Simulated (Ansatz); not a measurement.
# CH5BClIn: how energies converge with the basis set

One table from this session's results is given with a row withheld; the runs are named, their logs left out.

Program: Ansatz 0.2.0, Gaussian basis. Level of theory: one geometry, several basis sets. These are calculated values, not measurements.

The runs, in order: PBE0-D4/def2-SVP; ωB97M-V/def2-SVP; PBE0-D4/def2-QZVPP; ωB97M-V/def2-QZVPP; the functionals' def2-TZVPP values are taken from earlier runs.

### The geometry

The geometry comes from an earlier relaxation with PBE0-D4 in a triple-zeta def2 set; it is a stationary point, not always the lowest conformer. In takes the def2 core potential; no spin-orbit term is included.

SMILES `C[B](Cl)[InH2]`, 9 atoms, charge 0, spin multiplicity 1.

Atoms are counted from 1 here; the program's logs count them from 0.

Bond lengths: C1–B2 1.555 Å, C1–H5 1.093 Å, C1–H6 1.100 Å, C1–H7 1.093 Å, B2–Cl3 1.768 Å, B2–In4 2.263 Å, In4–H8 1.732 Å, In4–H9 1.732 Å. Angles: B2–C1–H5 114.1°, B2–C1–H6 106.4°, B2–C1–H7 113.0°, H5–C1–H6 107.4°, H5–C1–H7 109.8°, H6–C1–H7 105.6°, C1–B2–Cl3 117.8°, C1–B2–In4 127.3°, Cl3–B2–In4 114.8°, B2–In4–H8 122.6°, B2–In4–H9 122.3°, H8–In4–H9 115.0°.

Set-up of the first run:

Contents of in.yaml:

```yaml
crystal:
  periodic: [false, false, false]
  atoms:
    - {symbol: C, position_ang: [0.370621, 1.168406, -0.917703]}
    - {symbol: B, position_ang: [0.606961, -0.008541, 0.070137]}
    - {symbol: Cl, position_ang: [2.277782, -0.452953, 0.439284]}
    - {symbol: In, position_ang: [-0.961189, -1.305762, 1.060000]}
    - {symbol: H, position_ang: [1.233698, 1.826598, -1.043148]}
    - {symbol: H, position_ang: [0.159137, 0.713995, -1.897373]}
    - {symbol: H, position_ang: [-0.514047, 1.761466, -0.671374]}
    - {symbol: H, position_ang: [-1.581547, -2.746484, 0.324645]}
    - {symbol: H, position_ang: [-1.591406, -0.956727, 2.635531]}
basis:
  gaussian: {orbitals: def2-SVP}
hamiltonian: {xc: pbe0, dispersion: d4}
output: {orbitals: {seedname: orbitals}}
```

Started as:

```sh
ansatz run in.yaml --threads 2 --pin off --events-out ev --progress --plain --max-ram 20480MiB --backend cpu
```

Steps of the session up to this table: PBE0-D4 in def2-SVP; ωB97M-V in def2-SVP; PBE0-D4 in def2-QZVPP; ωB97M-V in def2-QZVPP.

One of the session's tables, all rows but one given; the rest of the session is left out.

It belongs to the step «Functionals by basis». 

```
functional       basis  HOMO (eV)  LUMO (eV)
   PBE0-D4    def2-SVP      -6.86      -1.66
   PBE0-D4  def2-TZVPP      -6.95      -1.75
   PBE0-D4  def2-QZVPP      -6.97      -1.76
   ωB97M-V    def2-SVP          ?          ?
   ωB97M-V  def2-TZVPP      -9.03      -0.28
   ωB97M-V  def2-QZVPP      -9.05      -0.32
```

Estimate the missing values for ωB97M-V, def2-SVP.

As computed: HOMO (eV): -8.91; LUMO (eV): -0.09. In the column «HOMO (eV)» it lies between ωB97M-V, def2-TZVPP (-9.03) and PBE0-D4, def2-QZVPP (-6.97).
